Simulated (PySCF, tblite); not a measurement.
# C4H9FSi: geometry, infrared bands and NMR shifts

Wanted: the infrared bands and NMR shifts of C4H9FSi (`C[C@@H]1[SiH2]C[C@@H]1F`), by calculation.

Programs: tblite 0.8.0 and PySCF 2.14.0, with density-fitted response routines of our own. Each step states its level of theory. These are calculated values for one molecule in the gas phase, unless marked as measured. Atoms count from 0, in the outputs and in this text.

## 1. Starting geometry

15 atoms, charge 0, multiplicity 1; geometry from: force field or distance geometry start.

Bonds of the start (Å): C0–C1 1.49, C1–Si2 1.86, Si2–C3 1.84, C3–C4 1.53, C4–F5 1.39, C4–C1 1.52, C0–H6 1.13, C0–H7 1.10, C0–H8 1.11, C1–H9 1.11, Si2–H10 1.44, Si2–H11 1.46, C3–H12 1.09, C3–H13 1.11, C4–H14 1.11.

## 2. Geometry optimisation with GFN2-xTB

The job: settings as JSON, then the geometry in Å.

```
{"job": {"kind": "relax", "xc": "GFN2-xTB", "basis": "xTB"}, "charge": 0, "multiplicity": 1}
C     -1.624400     0.157300    -0.568000
C     -0.582200     0.137900     0.503400
Si     0.886500     1.243700     0.246500
C      1.414900    -0.416300    -0.357500
C      0.329500    -1.072400     0.505700
F     -0.228500    -2.183700    -0.105800
H     -1.929900     1.209600    -0.834700
H     -1.323100    -0.422300    -1.454500
H     -2.541700    -0.319600    -0.162200
H     -1.050700     0.289200     1.498800
H      1.569700     1.653400     1.450200
H      0.774900     2.213500    -0.833900
H      1.170100    -0.542800    -1.411200
H      2.440300    -0.692300    -0.042100
H      0.690100    -1.247200     1.543500
```

On the command line:

```bash
$ OMP_NUM_THREADS=1 python probes_run.py task.json out
```

The driver reads the jobs from task.json and runs them one after another.

**Question.** This job is followed by: GFN2-xTB harmonic vibrations, gas phase; GIAO PBE0/pcSseg-1 NMR shielding, non-relativistic, gas phase. What will the session give for the following? strongest single infrared mode (GFN2-xTB); zero-point energy (GFN2-xTB); 13C shifts against TMS (PBE0/pcSseg-1); 1H shifts against TMS (PBE0/pcSseg-1, means over atoms taken as alike); 29Si shifts against TMS (PBE0/pcSseg-1); 19F shifts against CFCl3 (PBE0/pcSseg-1).

As calculated:

| quantity | value |
| --- | --- |
| strongest single infrared mode (GFN2-xTB) | 2276 cm⁻¹, 340 km/mol |
| zero-point energy (GFN2-xTB) | 73.7 kcal/mol |
| 13C shifts against TMS (PBE0/pcSseg-1) | 90.5, 30.6, 19.9, 12.7 ppm |
| 1H shifts against TMS (PBE0/pcSseg-1, means over atoms taken as alike) | 5.28, 4.29, 4.14, 2.17, 2.02, 2.00, 1.39 ppm |
| 29Si shifts against TMS (PBE0/pcSseg-1) | -55.8 ppm |
| 19F shifts against CFCl3 (PBE0/pcSseg-1) | -187.8 ppm |

**Reading.** The optimisation took 63 steps and gained 0.531 eV; among the close pairs (by a distance rule), Si2–C3 changed most, from 1.844 to 1.911 Å. No mode is imaginary among the 39: a minimum at this level. The strongest single mode, at 2276 cm⁻¹, moves mainly H10. Unscaled tight-binding wavenumbers are off by several per cent, some by more. Its intensities can rank the bands wrongly. C4 (sp3 CH bonded to F) lies farthest downfield among carbon, at 90.5 ppm; pulled downfield by the heteroatom. The most deshielded hydrogen is H14 (hydrogen on an sp3 CH bonded to F), at 5.28 ppm: its carbon carries F, hence the downfield position. At PBE0/pcSseg-1: The largest span, 123 ppm, is at F5, where the paramagnetic term is -115 ppm.
